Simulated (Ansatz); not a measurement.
# BBrClH2N: the cost of one run

Program: Ansatz 0.2.0. Level of theory: RKS PBE/def2-SVP. These are calculated values, not measurements.

### Step 1. The starting structure

Bond lengths: B1–Br2 2.381 Å, B1–N3 1.343 Å, B1–Cl5 1.658 Å, N3–H6 1.003 Å. Angles: Br2–B1–N3 93.2°, Br2–B1–Cl5 122.4°, N3–B1–Cl5 144.4°, B1–N3–H6 135.6°.

Coordinates:

```xyz
6

B    -0.3251    0.4519   -0.3747
Br    1.7459    1.1307    0.5831
N    -0.2542   -0.7779    0.1597
H     0.9035   -0.6658    0.8073
Cl   -1.2389    1.4593   -1.3231
H    -0.8312   -1.5983    0.1477
```

### Step 2. Pulling towards end A

Springs on the bonds that form and break draw the guess towards this end; the thresholds are loose.

The input, input.yaml:

```yaml
crystal:
  periodic: [false, false, false]
  atoms:
    - { symbol: B, position_ang: [-0.3251, 0.4519, -0.3747] }
    - { symbol: Br, position_ang: [1.7459, 1.1307, 0.5831] }
    - { symbol: "N", position_ang: [-0.2542, -0.7779, 0.1597] }
    - { symbol: H, position_ang: [0.9035, -0.6658, 0.8073] }
    - { symbol: Cl, position_ang: [-1.2389, 1.4593, -1.3231] }
    - { symbol: H, position_ang: [-0.8312, -1.5983, 0.1477] }
basis:
  gaussian: { orbitals: def2-SVP }
hamiltonian:
  xc: pbe
relax:
  f_tol: 0.15
  max_steps: 25
  restrain:
    - { distance: [3, 1], at: 2.81, k: 30.0 }
    - { distance: [0, 1], at: 2.04, k: 30.0 }
    - { distance: [3, 2], at: 1.02, k: 30.0 }
```

Started as:

```
$ ansatz run input.yaml --threads 2 --pin off --max-ram 3072MiB --backend cpu --events-out ev --progress --plain --runs-dir out
```

What time and memory should one allow on 2 threads of Intel Xeon Platinum 8259CL at 2.50GHz (Skylake/Cascade Lake), shared host?

About 18 s, with a peak of 0.16 GiB.
